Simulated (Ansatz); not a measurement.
**C₅H₁₁Br: one species, many methods**

An exercise on one series of results from a longer session: the logs are not shown, and one member is left open.

Program: Ansatz 0.2.0, Gaussian basis. Level of theory: functionals in def2-TZVPP, the program's frozen cores in correlated methods. These are calculated values, not measurements.

Levels to be run: LDA (SPW92), PBE-D4, revPBE-D4, BLYP-D4, r2SCAN-D4, B97M-V, PBE0-D4, B3LYP-D4, r2SCANh-D4, r2SCAN0-D4, HSE06-D4, BHLYP-D4, CAM-B3LYP-D4, LC-ωPBE, ωB97X-V, ωB97M-V, B2PLYP, PBE-QIDH; CCSD(T)/def2-SVP; CCSD(T)/def2-TZVPP; MP2/def2-QZVPP; extrapolation to the limit; RPA on PBE.

### Structure used throughout

The geometry comes from an earlier relaxation with PBE0-D4 in a triple-zeta def2 set; it is a stationary point, not always the lowest conformer.

17 atoms, charge 0, spin multiplicity 1.

Atoms are counted from 1 here; the program's logs count them from 0.

Bond lengths: C1–C2 1.519 Å, C1–H7 1.093 Å, C1–H8 1.092 Å, C1–H9 1.094 Å, C2–C3 1.520 Å, C2–H10 1.096 Å, C2–H11 1.096 Å, C3–C4 1.518 Å, C3–H12 1.095 Å, C3–H13 1.097 Å, C4–C5 1.509 Å, C4–H14 1.099 Å, C4–H15 1.095 Å, C5–Br6 1.953 Å, C5–H16 1.088 Å, C5–H17 1.089 Å. Angles: C2–C1–H7 111.1°, C2–C1–H8 111.6°, C2–C1–H9 111.1°, H7–C1–H8 107.7°, H7–C1–H9 107.5°, H8–C1–H9 107.7°, C1–C2–C3 112.8°, C1–C2–H10 109.6°, C1–C2–H11 109.6°, C3–C2–H10 109.4°, C3–C2–H11 109.1°, H10–C2–H11 106.0°, C2–C3–C4 112.9°, C2–C3–H12 109.5°, C2–C3–H13 109.4°, C4–C3–H12 109.3°, C4–C3–H13 109.3°, H12–C3–H13 106.2° and more.

Set-up of the first run:

The input, in.yaml:

```yaml
crystal:
  periodic: [false, false, false]
  atoms:
    - {symbol: C, position_ang: [-1.382311, -1.862332, -1.088546]}
    - {symbol: C, position_ang: [-0.803865, -1.140868, 0.115953]}
    - {symbol: C, position_ang: [0.069155, 0.041949, -0.268453]}
    - {symbol: C, position_ang: [0.648653, 0.764887, 0.933940]}
    - {symbol: C, position_ang: [1.541471, 1.932921, 0.594521]}
    - {symbol: Br, position_ang: [0.567596, 3.395766, -0.258035]}
    - {symbol: H, position_ang: [-1.996724, -1.188732, -1.692180]}
    - {symbol: H, position_ang: [-2.008789, -2.705468, -0.789142]}
    - {symbol: H, position_ang: [-0.589129, -2.250194, -1.733883]}
    - {symbol: H, position_ang: [-0.219229, -1.843887, 0.721015]}
    - {symbol: H, position_ang: [-1.617940, -0.790995, 0.761216]}
    - {symbol: H, position_ang: [-0.515064, 0.748006, -0.867837]}
    - {symbol: H, position_ang: [0.887642, -0.302543, -0.913257]}
    - {symbol: H, position_ang: [1.257101, 0.063768, 1.521257]}
    - {symbol: H, position_ang: [-0.156214, 1.102535, 1.594762]}
    - {symbol: H, position_ang: [1.992688, 2.375277, 1.480096]}
    - {symbol: H, position_ang: [2.324940, 1.659910, -0.111429]}
basis:
  gaussian: {orbitals: def2-TZVPP}
hamiltonian: {xc: lda}
output: {orbitals: {seedname: orbitals}}
```

The run is started by

```console
ansatz run in.yaml --threads 2 --pin off --events-out ev --progress --plain --max-ram 32768MiB --backend cuda --devices 0, --max-vram 18GiB
```

Among the steps run: LDA; PBE-D4 (GGA); revPBE-D4 (GGA); BLYP-D4 (GGA); r2SCAN-D4 (meta-GGA); B97M-V (meta-GGA); PBE0-D4 (hybrid); B3LYP-D4 (hybrid); r2SCANh-D4 (hybrid); r2SCAN0-D4 (hybrid); HSE06-D4 (hybrid); BHLYP-D4 (hybrid); CAM-B3LYP-D4 (range-separated); LC-ωPBE (range-separated); ωB97X-V (range-separated); ωB97M-V (range-separated); B2PLYP (double hybrid); PBE-QIDH (double hybrid).

One table of the session follows, with a row left open; its other results are not shown here.

It belongs to the step «Frontier levels by functional». 

| functional | HOMO (eV) | gap (eV) |
| --- | --- | --- |
| LDA (SPW92) | -6.60 | 5.55 |
| PBE-D4 | -6.46 | 5.63 |
| revPBE-D4 | -6.41 | 5.67 |
| BLYP-D4 | -6.30 | 5.57 |
| r2SCAN-D4 | -6.76 | 6.21 |
| B97M-V | -6.87 | 6.36 |
| PBE0-D4 | -7.75 | 7.96 |
| B3LYP-D4 | -7.50 | 7.43 |
| r2SCANh-D4 | ? | ? |
| r2SCAN0-D4 | -7.95 | 8.33 |
| HSE06-D4 | -7.35 | 7.18 |
| BHLYP-D4 | -8.90 | 10.14 |
| CAM-B3LYP-D4 | -9.11 | 10.40 |
| LC-ωPBE | -10.52 | 13.08 |
| ωB97X-V | -10.16 | 12.56 |
| ωB97M-V | -10.02 | 12.21 |

Q: Estimate the row for r2SCANh-D4 from the others.

Worked estimate for «HOMO (eV)». Against the share of exact exchange, r2SCAN-D4 (0, -6.76), r2SCAN0-D4 (0.25, -7.95) give a slope of -4.76 per unit share; at 0.1 the line stands at -7.24.

The run gave: HOMO (eV): -7.23; gap (eV): 7.06. In «HOMO (eV)» the line misses by -0.01.
